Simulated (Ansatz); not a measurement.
# C6H3F3NO: the cost of one run

Program: Ansatz 0.2.0. Level of theory: the levels named in each step. These are calculated values, not measurements.

### Step 1. The structure to begin with

Bond lengths: F1–C2 1.309 Å, C2–C3 1.450 Å, C3–C4 1.453 Å, C4–C5 1.364 Å, C5–C6 1.408 Å, C6–F7 1.302 Å, C2–C8 1.386 Å, C6–C8 1.413 Å, C8–F9 1.315 Å, C3–N10 1.679 Å, N10–O11 1.136 Å, C3–H12 1.090 Å, C4–H13 1.080 Å, C5–H14 1.081 Å. Angles (14 of 22 angles, heavy atoms first): F1–C2–C3 117.8°, F1–C2–C8 121.4°, C3–C2–C8 120.6°, C2–C3–C4 116.6°, C2–C3–N10 104.3°, C4–C3–N10 100.1°, C3–C4–C5 120.2°, C4–C5–C6 120.2°, C5–C6–F7 119.5°, C5–C6–C8 121.6°, F7–C6–C8 118.9°, C2–C8–C6 118.6°, C2–C8–F9 121.2°, C6–C8–F9 120.1°.

Structure file:

```xyz
14

F    -1.6223   -1.5593    0.7737
C    -0.6149   -0.7507    0.5621
C     0.7170   -1.3238    0.5321
C     1.8291   -0.3893    0.5670
C     1.6240    0.9312    0.2923
C     0.3175    1.4192    0.1023
F     0.1375    2.6793   -0.1703
C    -0.8137    0.5874    0.2613
F    -2.0229    1.0991    0.1981
N     0.8795   -1.9148   -1.0312
O     0.7151   -1.2266   -1.9197
H     0.8306   -2.2548    1.0880
H     2.8222   -0.7766    0.7411
H     2.4422    1.6369    0.2530
```

### Step 2. A rough first relaxation, PBE-D4/def2-SVP

input.yaml

```yaml
crystal:
  periodic: [false, false, false]
  atoms:
    - { symbol: F, position_ang: [-1.62234, -1.55932, 0.77368] }
    - { symbol: C, position_ang: [-0.61494, -0.75071, 0.56212] }
    - { symbol: C, position_ang: [0.71703, -1.32382, 0.53206] }
    - { symbol: C, position_ang: [1.82909, -0.38927, 0.56699] }
    - { symbol: C, position_ang: [1.62399, 0.93117, 0.29234] }
    - { symbol: C, position_ang: [0.31753, 1.41916, 0.10226] }
    - { symbol: F, position_ang: [0.13746, 2.67927, -0.17026] }
    - { symbol: C, position_ang: [-0.81373, 0.58741, 0.26132] }
    - { symbol: F, position_ang: [-2.02295, 1.0991, 0.19812] }
    - { symbol: "N", position_ang: [0.8795, -1.91482, -1.03116] }
    - { symbol: O, position_ang: [0.71507, -1.2266, -1.91966] }
    - { symbol: H, position_ang: [0.83056, -2.25482, 1.08805] }
    - { symbol: H, position_ang: [2.82219, -0.77657, 0.74107] }
    - { symbol: H, position_ang: [2.44224, 1.63694, 0.25299] }
total_charge: 1
basis:
  gaussian: { orbitals: def2-SVP }
hamiltonian:
  xc: pbe
  dispersion: d4
relax:
  f_tol: 0.03
  max_steps: 200
```

Started as:

```sh
ansatz run input.yaml --threads 4 --pin off --max-ram 10240MiB --backend cpu --events-out ev --progress --plain --runs-dir out
```

Q: Estimate wall time and peak memory on 4 threads of Intel Xeon at 2.70GHz, shared host.

About 2.1 min, with a peak of 0.28 GiB.
